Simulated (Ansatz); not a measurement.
# WC (Qusongite): the cost of one run

Method: DFT r2SCAN, scalar-relativistic, plane waves, PAW, in Ansatz 0.2.0.

## Step 1: Starting point

It takes space group P-6m2 (No. 187, hexagonal). Conventional cell: a = 2.907 Å, b = 2.907 Å, c = 2.837 Å, α = 90.00°, β = 90.00°, γ = 120.00°. W (site symmetry -6m2) has 6 C at 2.20 Å as nearest neighbours. Around C (site symmetry -6m2) lie 6 W at 2.20 Å.

Structure file:

```cif
data_structure
_symmetry_space_group_name_H-M 'P-6m2'
_symmetry_Int_Tables_number 187
_cell_length_a 2.9065
_cell_length_b 2.9065
_cell_length_c 2.8366
_cell_angle_alpha 90.000
_cell_angle_beta 90.000
_cell_angle_gamma 120.000
_cell_volume 20.75
loop_
_atom_site_label
_atom_site_type_symbol
_atom_site_symmetry_multiplicity
_atom_site_Wyckoff_symbol
_atom_site_fract_x
_atom_site_fract_y
_atom_site_fract_z
_atom_site_occupancy
W1 W 1 a 0.00000 0.00000 0.00000 1
C1 C 1 f 0.66667 0.33333 0.50000 1
```

Source of the structure: the Crystallography Open Database.

(A quick probe on a coarse mesh, which set the mesh and smearing, is not shown.)

## Step 3: The relaxation

The input, input.yaml:

```yaml
crystal:
  lattice:
    - [2.9065, 0.0, 0.0]
    - [-1.45325, 2.5171028361, 0.0]
    - [0.0, 0.0, 2.8366]
  atoms:
    - { symbol: W, position: [0.0, 0.0, 0.0] }
    - { symbol: C, position: [0.6666666667, 0.3333333333, 0.5] }
basis:
  ecutwfc: 500
kpoints:
  mp_grid: { grid: [18, 18, 14] }
hamiltonian:
  xc: r2scan
scf:
  occupations: { method: gaussian, width: 0.1 }
output:
  forces: true
  stress: true
  eigenvalues: true
  write_density: true
  write_potential: true
  elf: true
  volumetric_format: npy
relax:
  adjacent_minimum: "off"
  f_tol: 0.005
  max_steps: 80
  cell: { stress_tol: 0.05 }
```

Started as:

```bash
> ansatz run input.yaml --threads 1 --pin off --max-ram 2560MiB --backend cpu --events-out ev --progress --plain --runs-dir out
```

What time and memory should one allow on 1 thread of an Arm CPU, shared host?

About 98 s, with a peak of 0.49 GiB.
